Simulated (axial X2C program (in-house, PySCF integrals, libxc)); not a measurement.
# HYbH⁺: Ω levels from open-shell CI on f13 s0

Aim: the spin–orbit levels of HYbH⁺ that arise from the configuration f13 s0 of Yb, and how they move with the bond.

Program: an in-house X2C program for linear molecules on PySCF integrals. Level of theory: two-component X2C, average-of-configuration Hartree–Fock and CI in the open shells. These are calculated values, not measurements.

All values are calculated.

**1. Input**

File task.json:

```json
{"zs": [1, 70, 1], "q": 1, "bas": ["dyall-v3z", "dyall-v3z", "dyall-v3z"], "r0": 2.02, "metal": 1, "shells": [[3, [0, 1, 2, 3], 13], [0, [0], 0]], "fix": 0, "emax": 2.2, "nroots": 4}
```

Keys: zs atomic numbers; q charge; bas basis sets; r0 starting distance in Å; metal index of the metal atom; shells open shells as [l, |m| values, electrons]; fix electron count of the first shell held; emax energy window in eV; nroots roots for each Ω.

Run with:

```
$ python soci.py task.json out
```

Two-component X2C with atomic mean-field Coulomb and Gaunt terms, basis H dyall-v3z, Yb dyall-v3z (cores contracted in-house). Orbitals come from Hartree–Fock averaged over the configuration Yb f13 s0; CI then distributes these electrons over the f, s shells of Yb.

**2. CI at H–Yb–H held linear, both bonds 1.992 Å**

What does the calculation give? Wanted: lowest level of the model; next level; lowest curve, Re and ωe.

**Answer**, as computed:

| quantity | value |
| --- | --- |
| lowest level of the model | Ω = 1/2, g∥ = 1.23, 100% f13 |
| next level | Ω = 3/2, 771 cm⁻¹ higher |
| lowest curve, Re and ωe | 1.985 Å, 1691.4 cm⁻¹ |

In words: In the lowest level ⟨Sz⟩ = 0.11 and ⟨Lz⟩ = 0.39; its leading determinant has weight 1.00 among 67. The 4 lowest levels are the Ω components of the Hund's-rule level 2F7/2 of f13 (gJ = 1.143, so g∥ near 2gJΩ), split by the axial field over 2936 cm⁻¹. From 1.992 to 2.151 Å the gap from the lowest to the fifth level goes from 10232 to 10189 cm⁻¹. Without dynamic correlation distances can be off by several hundredths of an Å, and the wavenumbers are rough. Dynamic correlation is missing, so gaps between terms are too wide and other configurations may lie lower; the lowest level listed is that of this model, not necessarily the ground state. At most 4 roots were kept for each Ω > 0 (twice that for Ω = 0) within 2.2 eV of the lowest, so higher up levels can be missing between those listed; levels with Ω > 0 are doubly degenerate and listed once, Ω = 0 levels singly. States that fill the shells left empty in the average are placed too high. The molecule was held linear; bending was not examined.
